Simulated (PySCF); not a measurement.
# C5H13NSSi2: the cost of one run

Programs: PySCF 2.14.0, with routines of our own; each step states its level. All values are computed. Atoms count from 0.

### Step 1. The system as given

22 atoms, charge 0, multiplicity 1; geometry from: GFN2-xTB.

### Step 2. Vibronic structure: TDDFT PBE/def2-SV(P)

Job settings and geometry (Å):

```
{"job": {"kind": "vib", "xc": "PBE", "basis": "def2-SV(P)", "tda": false}, "charge": 0, "multiplicity": 1}
C      3.895127     0.383209    -0.076398
N      2.595241     0.862523    -0.473120
Si     1.153519     0.374109     0.304435
C      0.772702    -1.408569    -0.113979
C     -0.449711    -1.924432    -0.004970
C     -1.617657    -1.167902     0.514979
Si    -2.026949     0.318700    -0.620425
C     -3.563755     1.226777     0.012431
S     -0.357846     1.657133    -0.585323
H      3.803494    -0.651676     0.244608
H      4.586718     0.430069    -0.919125
H      4.318981     0.959714     0.752757
H      2.626660     1.797849    -0.850395
H      1.060044     0.621919     1.752889
H      1.562423    -2.025755    -0.520321
H     -0.646881    -2.937294    -0.337082
H     -1.394990    -0.772776     1.507255
H     -2.483831    -1.820042     0.607209
H     -2.205905    -0.157635    -1.994487
H     -3.755349     2.106386    -0.592148
H     -3.440982     1.556404     1.039873
H     -4.441464     0.590676    -0.034872
```

Level: TDDFT PBE/def2-SV(P) vertical-gradient vibronic structure (displaced harmonic oscillators, Condon), gas phase.

On the command line:

```sh
OMP_NUM_THREADS=1 python excited_run.py task.json out
```

The driver reads the jobs from task.json and runs them one after another.

**Question.** How long does this job take on 1 thread of Arm Neoverse N1, shared host, and how much memory does it need?

About 2.4 min, with a peak of 0.99 GiB.
